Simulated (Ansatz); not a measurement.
# C3H3B (SMILES B=C=C=C): one structure at several levels

One table from this session's results is given with a row withheld; the runs are named, their logs left out.

The runs use Ansatz 0.2.0, Gaussian basis; single points in def2-TZVPP.

Cores are frozen in the correlated methods.

## Where the work starts

7 atoms, charge 0, spin multiplicity 1.

Atoms are counted from 1 here; the program's logs count them from 0.

Bond lengths: B1–C2 1.397 Å, B1–H5 1.140 Å, C2–C3 1.506 Å, C3–C4 1.263 Å, C4–H6 1.183 Å, C4–H7 1.145 Å. Angles: C2–B1–H5 167.2°, B1–C2–C3 176.2°, C2–C3–C4 176.7°, C3–C4–H6 121.9°, C3–C4–H7 127.3°, H6–C4–H7 110.8°.

As a file:

```xyz
7
charge 0, multiplicity 1
B    -2.3799   -0.2339    0.3363
C    -1.0000   -0.1505    0.1359
C     0.4764    0.0395   -0.0895
C     1.7277    0.1540   -0.2217
H    -3.5005   -0.4400    0.2864
H     2.2741   -0.0971   -1.2400
H     2.4855    0.4536    0.5825
```

Set-up of the first run:

run/in.yaml reads:

```yaml
crystal:
  periodic: [false, false, false]
  atoms:
    - {symbol: B, position_ang: [-2.379900, -0.233900, 0.336300]}
    - {symbol: C, position_ang: [-1.000000, -0.150500, 0.135900]}
    - {symbol: C, position_ang: [0.476400, 0.039500, -0.089500]}
    - {symbol: C, position_ang: [1.727700, 0.154000, -0.221700]}
    - {symbol: H, position_ang: [-3.500500, -0.440000, 0.286400]}
    - {symbol: H, position_ang: [2.274100, -0.097100, -1.240000]}
    - {symbol: H, position_ang: [2.485500, 0.453600, 0.582500]}
basis:
  gaussian: {orbitals: def2-TZVPP}
correlation: {method: ccsd_t}
output: {forces: true}
```

No record of the launch command was kept for these runs.

Steps of the session up to this table: CCSD(T)/def2-TZVPP; PBE0-D4/def2-TZVPP; wB97M-V/def2-TZVPP; r2SCAN-D4/def2-TZVPP; PBE-D4/def2-TZVPP; revPBE-D4/def2-TZVPP; CAM-B3LYP-D4/def2-TZVPP.

One table of the session follows, with a row left open; its other results are not shown here.

```
      method  RMS force component (eV/Å)  angle to CCSD(T) forces (°)  dipole (D)
     CCSD(T)                       3.119                    reference        1.05
     PBE0-D4                       3.033                          5.5        1.27
     wB97M-V                       3.003                          5.2        1.27
   r2SCAN-D4                           ?                            ?           ?
      PBE-D4                       2.978                          4.0        1.33
   revPBE-D4                       3.015                          3.3        1.30
CAM-B3LYP-D4                       2.982                          6.8        1.24
```

Q: Estimate the row for r2SCAN-D4 from the others.

**Answer.** RMS force component (eV/Å): 3.003; angle to CCSD(T) forces (°): 4.8; dipole (D): 1.28.
